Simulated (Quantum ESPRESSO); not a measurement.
# AgRh (P-6m2) in Quantum ESPRESSO: notebook

Runs on AgRh. Level: PBEsol. Tasks: relaxation of the atoms.

All numbers are computed with Quantum ESPRESSO 7.5; they aren't measurements. Logs are shortened: lines on timing, memory, paths and dates and some standing lists are left out, and cuts for length are marked.

## 1. The structure

The structure is hexagonal, space group P-6m2 (No. 187). Conventional cell: a = 2.778 Å, b = 2.778 Å, c = 4.616 Å, α = 90.00°, β = 90.00°, γ = 120.00°. Ag (site symmetry -6m2) has 6 Ag at 2.78 Å and 6 Rh at 2.81 Å as nearest neighbours. Rh (site symmetry -6m2) is surrounded by 6 Rh at 2.78 Å and 6 Ag at 2.81 Å.

The cell comes from a database or a generator and needn't be the stable form of this composition.

## 2. Relaxation of the atoms, PBEsol, 15.42 Å³/atom

Input file pw.in:

```
&CONTROL
  calculation = 'relax'
  prefix = 'pwscf'
  outdir = './tmp'
  pseudo_dir = './pseudo'
  tprnfor = .true.
  tstress = .true.
  disk_io = 'low'
  nstep = 40
  forc_conv_thr = 0.0004
  etot_conv_thr = 1d-05
/
&SYSTEM
  ibrav = 0
  nat = 2
  ntyp = 2
  ecutwfc = 56
  ecutrho = 448
  nbnd = 25
  occupations = 'smearing'
  smearing = 'fd'
  degauss = 0.00367493
/
&ELECTRONS
  conv_thr = 4d-10
  electron_maxstep = 120
  mixing_beta = 0.5
/
&IONS
  ion_dynamics = 'bfgs'
/
ATOMIC_SPECIES
Ag   107.8682 ag_pbesol_v1.4.uspp.F.UPF
Rh   102.9055 rh_pbesol_v1.4.uspp.F.UPF
CELL_PARAMETERS angstrom
   2.7775881998    0.0000000000    0.0000000000
  -1.3887940999    2.4054619423    0.0000000000
   0.0000000000    0.0000000000    4.6162579200
ATOMIC_POSITIONS crystal
Ag     0.0000000000    0.0000000000    0.5000000000
Rh     0.6666666667    0.3333333333    0.0000000000
K_POINTS automatic
9 9 5 0 0 0
```

Potentials or basis: GBRV 1.5 PBEsol.

On the command line:

```bash
OMP_NUM_THREADS=1 mpirun -n 2 pw.x -nk 2 -in pw.in > pw.out
```

pw.out:

```text
This program is part of the open-source Quantum ESPRESSO suite
     for quantum simulation of materials; please cite
[... 13 lines left out ...]
     --------------------
     sticks:   dense  smooth     PW     G-vecs:    dense   smooth      PW
     Sum         847     433    127                33341    11765    2009

     Using Slab Decomposition

     bravais-lattice index     =            0
     lattice parameter (alat)  =       5.2489  a.u.
     unit-cell volume          =     208.1388 (a.u.)^3
     number of atoms/cell      =            2
     number of atomic types    =            2
     number of electrons       =        34.00
     number of Kohn-Sham states=           25
     kinetic-energy cutoff     =      56.0000  Ry
     charge density cutoff     =     448.0000  Ry
     scf convergence threshold =      4.0E-10
     mixing beta               =       0.5000
     number of iterations used =            8  plain     mixing
     energy convergence thresh.=      1.0E-05
     force convergence thresh. =      4.0E-04
     Exchange-correlation= SLA  PW   PSX  PSC
                           (   1   4  10   8   0   0   0)
     nstep                     =           40

     celldm(1)=   5.248881  celldm(2)=   0.000000  celldm(3)=   0.000000
     celldm(4)=   0.000000  celldm(5)=   0.000000  celldm(6)=   0.000000

     crystal axes: (cart. coord. in units of alat)
               a(1) = (   1.000000   0.000000   0.000000 )
               a(2) = (  -0.500000   0.866025   0.000000 )
               a(3) = (   0.000000   0.000000   1.661966 )

     reciprocal axes: (cart. coord. in units 2 pi/alat)
               b(1) = (  1.000000  0.577350 -0.000000 )
               b(2) = (  0.000000  1.154701  0.000000 )
               b(3) = (  0.000000 -0.000000  0.601697 )

     PseudoPot. # 1 for Ag read from file:
     ag_pbesol_v1.4.uspp.F.UPF
     Pseudo is Ultrasoft + core correction, Zval = 19.0
     Generated by new atomic code, or converted to UPF format
     Using radial grid of  887 points,  6 beta functions with:
                l(1) =   0
                l(2) =   0
                l(3) =   1
                l(4) =   1
                l(5) =   2
                l(6) =   2
     Q(r) pseudized with  6 coefficients,  rinner =    1.300   1.300   1.300
                                                       1.300   1.300

     PseudoPot. # 2 for Rh read from file:
     rh_pbesol_v1.4.uspp.F.UPF
     Pseudo is Ultrasoft + core correction, Zval = 15.0
     Generated by new atomic code, or converted to UPF format
     Using radial grid of  969 points,  7 beta functions with:
                l(1) =   0
                l(2) =   0
                l(3) =   1
                l(4) =   1
                l(5) =   2
                l(6) =   2
                l(7) =   2
     Q(r) pseudized with  8 coefficients,  rinner =    1.200   1.200   1.200
                                                       1.200   1.200

     atomic species   valence    mass     pseudopotential
     Ag               19.00   107.86820     Ag( 1.00)
     Rh               15.00   102.90550     Rh( 1.00)

     12 Sym. Ops. (no inversion) found

   Cartesian axes

     site n.     atom                  positions (alat units)
         1        Ag     tau(   1) = (   0.0000000   0.0000000   0.8309831  )
         2        Rh     tau(   2) = (   0.5000000   0.2886751   0.0000000  )

     number of k points=    36  Fermi-Dirac smearing, width (Ry)=  0.0037
                       cart. coord. in units 2pi/alat
        k(    1) = (   0.0000000   0.0000000   0.0000000), wk =   0.0049383
        k(    2) = (   0.0000000   0.0000000   0.1203394), wk =   0.0098765
        k(    3) = (   0.0000000   0.0000000   0.2406788), wk =   0.0098765
        k(    4) = (   0.0000000   0.1283001   0.0000000), wk =   0.0296296
        k(    5) = (   0.0000000   0.1283001   0.1203394), wk =   0.0592593
        k(    6) = (   0.0000000   0.1283001   0.2406788), wk =   0.0592593
[... 28 lines left out ...]
        k(   35) = (   0.3333333   0.5773503   0.1203394), wk =   0.0197531
        k(   36) = (   0.3333333   0.5773503   0.2406788), wk =   0.0197531

     Dense  grid:    33341 G-vectors     FFT dimensions: (  36,  36,  60)

     Smooth grid:    11765 G-vectors     FFT dimensions: (  25,  25,  45)

     Initial potential from superposition of free atoms

     starting charge      32.9999, renormalised to      34.0000

     negative rho (up, down):  5.357E-02 0.000E+00
     Starting wfcs are   25 randomized atomic wfcs

     Self-consistent Calculation

     iteration #  1     ecut=    56.00 Ry     beta= 0.50
     Davidson diagonalization with overlap
     ethr =  1.00E-02,  avg # of iterations =  5.2

     negative rho (up, down):  5.189E-02 0.000E+00

     total energy              =    -463.46614232 Ry
     estimated scf accuracy    <       5.78072201 Ry

     iteration #  2     ecut=    56.00 Ry     beta= 0.50
     Davidson diagonalization with overlap
     ethr =  1.00E-02,  avg # of iterations =  2.3
[... 96 lines left out ...]
     iteration # 13     ecut=    56.00 Ry     beta= 0.50
     Davidson diagonalization with overlap
     ethr =  1.01E-11,  avg # of iterations =  1.5

     negative rho (up, down):  5.452E-02 0.000E+00

     End of self-consistent calculation

          k = 0.0000 0.0000 0.0000 (  1485 PWs)   bands (ev):

   -73.0833 -36.5826 -36.4809 -36.4809 -27.2669 -27.2669 -27.1646  10.9280
    12.5107  14.1419  14.1419  15.2478  15.2478  15.2659  16.5003  16.5003
    18.5371  18.5371  18.8010  24.6161  35.1798  36.9078  37.7082  39.7177
    39.7177

          k = 0.0000 0.0000 0.1203 (  1467 PWs)   bands (ev):

   -73.0833 -36.5820 -36.4809 -36.4809 -27.2669 -27.2669 -27.1664  11.2415
    12.5916  14.1196  14.1196  15.1159  15.2028  15.2028  16.6002  16.6002
    17.5735  18.5255  18.5255  26.4217  34.6835  36.6103  37.3184  39.4404
    39.4404
[... 232 lines left out ...]
          k = 0.3333 0.5774 0.2407 (  1461 PWs)   bands (ev):

   -73.0601 -36.6209 -36.6197 -36.5535 -27.5500 -27.5495 -27.1046  13.4158
    13.6567  13.8858  13.9766  14.0835  16.0801  16.3991  16.7226  17.2815
    18.4544  23.8929  25.0167  25.3937  27.0808  27.4187  27.5451  36.5421
    37.0667

     the Fermi energy is    18.4815 ev

!    total energy              =    -466.67077626 Ry
     estimated scf accuracy    <          3.7E-10 Ry
     smearing contrib. (-TS)   =      -0.00237220 Ry
     internal energy E=F+TS    =    -466.66840406 Ry

     The total energy is F=E-TS. E is the sum of the following terms:
     one-electron contribution =    -149.28588385 Ry
     hartree contribution      =      97.76951776 Ry
     xc contribution           =     -58.45675853 Ry
     ewald contribution        =    -356.69527944 Ry

     convergence has been achieved in  13 iterations

     negative rho (up, down):  5.452E-02 0.000E+00

     Forces acting on atoms (cartesian axes, Ry/au):

     atom    1 type  1   force =     0.00000000    0.00000000    0.00000000
     atom    2 type  2   force =     0.00000000    0.00000000    0.00000000

     Total force =     0.000000     Total SCF correction =     0.000000

     Computing stress (Cartesian axis) and pressure

     negative rho (up, down):  5.452E-02 0.000E+00
          total   stress  (Ry/bohr**3)                   (kbar)     P=      -47.99
  -0.00049016   0.00000000   0.00000000          -72.11        0.00        0.00
  -0.00000000  -0.00049016   0.00000000           -0.00      -72.11        0.00
   0.00000000   0.00000000   0.00000165            0.00        0.00        0.24

     BFGS Geometry Optimization
     Energy error            =      5.1E-50 Ry
     Gradient error          =      1.4E-25 Ry/Bohr

     bfgs converged in   1 scf cycles and   0 bfgs steps
     (criteria: energy <  1.0E-05 Ry, force <  4.0E-04 Ry/Bohr)

     End of BFGS Geometry Optimization

     Final energy             =    -466.6707762592 Ry
Begin final coordinates

ATOMIC_POSITIONS (crystal)
Ag               0.0000000000        0.0000000000        0.5000000000
Rh               0.6666666667        0.3333333333        0.0000000000
End final coordinates

=------------------------------------------------------------------------------=
   JOB DONE.
=------------------------------------------------------------------------------=
```

It took 19 s on 2 MPI ranks of AMD EPYC 7R43 (Zen 3), shared host; peak memory 0.3 GiB.

What came out:

| Property | Result |
| --- | --- |
| Free energy | -6349.3794 eV |
| Pressure after relaxing | -4.8 GPa |
| Band gap on the k mesh | none (metal or under the smearing width) |

Caveat: the relaxation stopped at its first step, so nothing moved.

## 3. Relaxation of the atoms, PBEsol, 15.74 Å³/atom

pw.in, as its differences from that of step 2:

```diff
@@ -37,3 +37,3 @@
   -1.3887940999    2.4054619423    0.0000000000
-   0.0000000000    0.0000000000    4.6162579200
+   0.0000000000    0.0000000000    4.7124299600
 ATOMIC_POSITIONS crystal
```

Potentials or basis: GBRV 1.5 PBEsol.

On the command line:

```bash
OMP_NUM_THREADS=1 mpirun -n 2 pw.x -nk 2 -in pw.in > pw.out
```

Run time: 20 s. Hardware: 2 MPI ranks of AMD EPYC 7R43 (Zen 3), shared host; peak memory 0.3 GiB.

Results (log left out):

- Free energy: -6349.3694 eV
- Pressure after relaxing: -7.9 GPa
- Band gap on the k mesh: none (metal or under the smearing width)

Caveat: the relaxation stopped at its first step, so nothing moved.
